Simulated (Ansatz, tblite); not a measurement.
# Al8As8 wurtzite off sphere (Al₈As₈H₂₂): one state, many levels

The task here is to estimate one member of a computed series from the others.

Computed with Ansatz 0.2.0, Gaussian basis. Level: as each input shows.

Plan: GFN1-xTB, GFN2-xTB, PBE-D4/def2-SVP, r2SCAN-D4/def2-SVP, PBE-QIDH/def2-SVP, HF/def2-SVP, BHLYP-D4/def2-SVP, PBE0-D4/def2-TZVP, PBE-D4/def2-TZVP, HF/STO-3G, MP2/def2-SVP, RPA/def2-SVP.

### The geometry

The singlet was relaxed beforehand with PBE-D4/def2-SVP.

38 atoms, charge 0, spin multiplicity 1.

Bond lengths: Al1–As2 2.559 Å, Al1–As3 2.519 Å, Al1–H17 1.601 Å, Al1–H18 1.602 Å, As2–Al5 2.509 Å, As2–H19 1.525 Å, As2–H20 1.525 Å, As3–Al4 2.486 Å, As3–Al11 2.477 Å, As3–H21 1.528 Å, Al4–As6 2.513 Å, Al4–As7 2.486 Å, Al4–H22 1.598 Å, Al5–As6 2.490 Å, Al5–As12 2.478 Å, Al5–H23 1.596 Å, As6–Al9 2.490 Å, As6–H24 1.527 Å and more. Angles: As2–Al1–As3 95.2°, As2–Al1–H17 106.4°, As2–Al1–H18 105.9°, As3–Al1–H17 110.8°, As3–Al1–H18 109.8°, H17–Al1–H18 124.6°, Al1–As2–Al5 124.1°, Al1–As2–H19 109.9°, Al1–As2–H20 109.9°, Al5–As2–H19 106.1°, Al5–As2–H20 106.3°, H19–As2–H20 97.1°, Al1–As3–Al4 113.1°, Al1–As3–Al11 110.6°, Al1–As3–H21 105.9°, Al4–As3–Al11 116.4°, Al4–As3–H21 104.9°, Al11–As3–H21 104.7° and more.

Geometry (Å):

| atom | x (Å) | y (Å) | z (Å) |
| --- | --- | --- | --- |
| Al1 | 0.5341 | -4.5082 | -1.4634 |
| As2 | 0.5093 | -4.2303 | 1.0805 |
| As3 | 0.5431 | -2.0388 | -1.9612 |
| Al4 | -1.5580 | -0.8974 | -1.2815 |
| Al5 | 0.5355 | -2.0117 | 2.2517 |
| As6 | -1.3780 | -0.7962 | 1.2226 |
| As7 | -1.4944 | 1.4936 | -1.9586 |
| Al8 | -3.6340 | 2.7252 | -1.4574 |
| Al9 | -1.4719 | 1.4676 | 2.2543 |
| As10 | -3.4085 | 2.5535 | 1.0859 |
| Al11 | 2.6586 | -1.0026 | -1.1959 |
| As12 | 2.4509 | -0.7806 | 1.2736 |
| As13 | 2.3896 | 1.3798 | -1.9606 |
| Al14 | 0.4625 | 2.8049 | -1.1933 |
| Al15 | 2.7546 | 1.5880 | 2.1116 |
| As16 | 0.5515 | 2.5113 | 1.2760 |
| H17 | -0.8726 | -5.1620 | -1.8595 |
| H18 | 1.9625 | -5.1394 | -1.8210 |
| H19 | -0.6572 | -5.0106 | 1.6771 |
| H20 | 1.6279 | -5.0574 | 1.7049 |
| H21 | 0.5807 | -1.9181 | -3.4841 |
| H22 | -2.8825 | -1.6608 | -1.7452 |
| H23 | 0.4937 | -2.1297 | 3.8431 |
| H24 | -2.6219 | -1.5141 | 1.7397 |
| H25 | -1.3722 | 1.4673 | -3.4816 |
| H26 | -4.9064 | 1.8405 | -1.8594 |
| H27 | -3.4602 | 4.2788 | -1.8075 |
| H28 | -1.5936 | 1.4890 | 3.8458 |
| H29 | -4.6656 | 1.9254 | 1.6783 |
| H30 | -3.5721 | 3.9323 | 1.7164 |
| H31 | 4.0121 | -1.6627 | -1.7262 |
| H32 | 3.6742 | -1.5396 | 1.7825 |
| H33 | 2.3565 | 1.3620 | -3.4869 |
| H34 | 3.7014 | 2.1361 | -1.7857 |
| H35 | 0.5690 | 4.3075 | -1.7221 |
| H36 | 2.7679 | 1.5944 | 3.7124 |
| H37 | 3.9068 | 2.2534 | 1.2082 |
| H38 | 0.5068 | 3.9496 | 1.7866 |

PBE0-D4/def2-SVP was run before; its log isn't repeated, and its numbers join the tables.

The first run:

Tight binding, by tblite at 300 K electronic temperature and without a spin-polarisation term:

```python
tblite.interface.Calculator('GFN1-xTB', numbers, positions, charge=0, uhf=0).singlepoint()
```

Tight binding, by tblite at 300 K electronic temperature and without a spin-polarisation term:

```python
tblite.interface.Calculator('GFN2-xTB', numbers, positions, charge=0, uhf=0).singlepoint()
```

start.molden holds the orbitals of an earlier run on this state, given as this run's starting guess.

The input, in.yaml:

```yaml
crystal:
  periodic: [false, false, false]
  atoms:
    - {symbol: Al, position_ang: [0.534121, -4.508214, -1.463359]}
    - {symbol: As, position_ang: [0.509256, -4.230309, 1.080516]}
    - {symbol: As, position_ang: [0.543090, -2.038790, -1.961245]}
    - {symbol: Al, position_ang: [-1.558007, -0.897421, -1.281453]}
    - {symbol: Al, position_ang: [0.535508, -2.011675, 2.251715]}
    - {symbol: As, position_ang: [-1.377961, -0.796167, 1.222583]}
    - {symbol: As, position_ang: [-1.494381, 1.493605, -1.958621]}
    - {symbol: Al, position_ang: [-3.634014, 2.725159, -1.457421]}
    - {symbol: Al, position_ang: [-1.471940, 1.467608, 2.254335]}
    - {symbol: As, position_ang: [-3.408534, 2.553523, 1.085938]}
    - {symbol: Al, position_ang: [2.658629, -1.002559, -1.195942]}
    - {symbol: As, position_ang: [2.450861, -0.780561, 1.273648]}
    - {symbol: As, position_ang: [2.389574, 1.379808, -1.960559]}
    - {symbol: Al, position_ang: [0.462520, 2.804880, -1.193293]}
    - {symbol: Al, position_ang: [2.754609, 1.588048, 2.111584]}
    - {symbol: As, position_ang: [0.551514, 2.511343, 1.275954]}
    - {symbol: H, position_ang: [-0.872638, -5.161990, -1.859531]}
    - {symbol: H, position_ang: [1.962455, -5.139410, -1.820978]}
    - {symbol: H, position_ang: [-0.657225, -5.010648, 1.677074]}
    - {symbol: H, position_ang: [1.627896, -5.057421, 1.704855]}
    - {symbol: H, position_ang: [0.580670, -1.918122, -3.484090]}
    - {symbol: H, position_ang: [-2.882504, -1.660828, -1.745238]}
    - {symbol: H, position_ang: [0.493685, -2.129715, 3.843084]}
    - {symbol: H, position_ang: [-2.621902, -1.514144, 1.739678]}
    - {symbol: H, position_ang: [-1.372211, 1.467314, -3.481587]}
    - {symbol: H, position_ang: [-4.906392, 1.840476, -1.859380]}
    - {symbol: H, position_ang: [-3.460186, 4.278777, -1.807497]}
    - {symbol: H, position_ang: [-1.593574, 1.488967, 3.845845]}
    - {symbol: H, position_ang: [-4.665557, 1.925396, 1.678274]}
    - {symbol: H, position_ang: [-3.572068, 3.932284, 1.716425]}
    - {symbol: H, position_ang: [4.012071, -1.662687, -1.726203]}
    - {symbol: H, position_ang: [3.674158, -1.539575, 1.782454]}
    - {symbol: H, position_ang: [2.356543, 1.361997, -3.486918]}
    - {symbol: H, position_ang: [3.701414, 2.136145, -1.785652]}
    - {symbol: H, position_ang: [0.568983, 4.307452, -1.722120]}
    - {symbol: H, position_ang: [2.767921, 1.594399, 3.712372]}
    - {symbol: H, position_ang: [3.906846, 2.253445, 1.208157]}
    - {symbol: H, position_ang: [0.506768, 3.949623, 1.786607]}
basis:
  gaussian: {orbitals: def2-SVP, fitting: {mean_field: def2-universal-jkfit}, initial_orbitals: start.molden}
hamiltonian: {xc: pbe, dispersion: d4}
scf: {omitted_lower_state_checks: [starts]}
output: {orbitals: {seedname: orbitals}}
```

Run with:

```sh
ansatz run in.yaml --threads 2 --pin off --events-out ev --progress --plain --max-ram 20480MiB --backend cuda --devices 0, --max-vram 18GiB
```

Steps of the session up to this table: PBE-D4/def2-SVP; r2SCAN-D4/def2-SVP; PBE-QIDH/def2-SVP; HF/def2-SVP; BHLYP-D4/def2-SVP; PBE0-D4/def2-TZVP; PBE-D4/def2-TZVP; HF/STO-3G; MP2/def2-SVP; RPA/def2-SVP.

One table of the session follows, with a row left open; its other results are not shown here.

It belongs to the step «Binding energy». 

| level | binding an atom (eV) |
| --- | --- |
| HF/STO-3G | 3.451 |
| HF/def2-SVP | ? |
| PBE-D4/def2-SVP | 2.768 |
| PBE-D4/def2-TZVP | 2.753 |
| r2SCAN-D4/def2-SVP | 2.791 |
| PBE0-D4/def2-SVP | 2.760 |
| PBE0-D4/def2-TZVP | 2.747 |
| BHLYP-D4/def2-SVP | 2.756 |
| MP2/def2-SVP | 2.529 |

Q: Estimate the row for HF/def2-SVP from the others.

As computed: binding an atom (eV): 1.936. In the column «binding an atom (eV)» it is the lowest.

To keep in mind: Free atoms were run apart at each level; binding is atoms less cluster, divided by the number of atoms, without zero-point or spin-orbit terms.
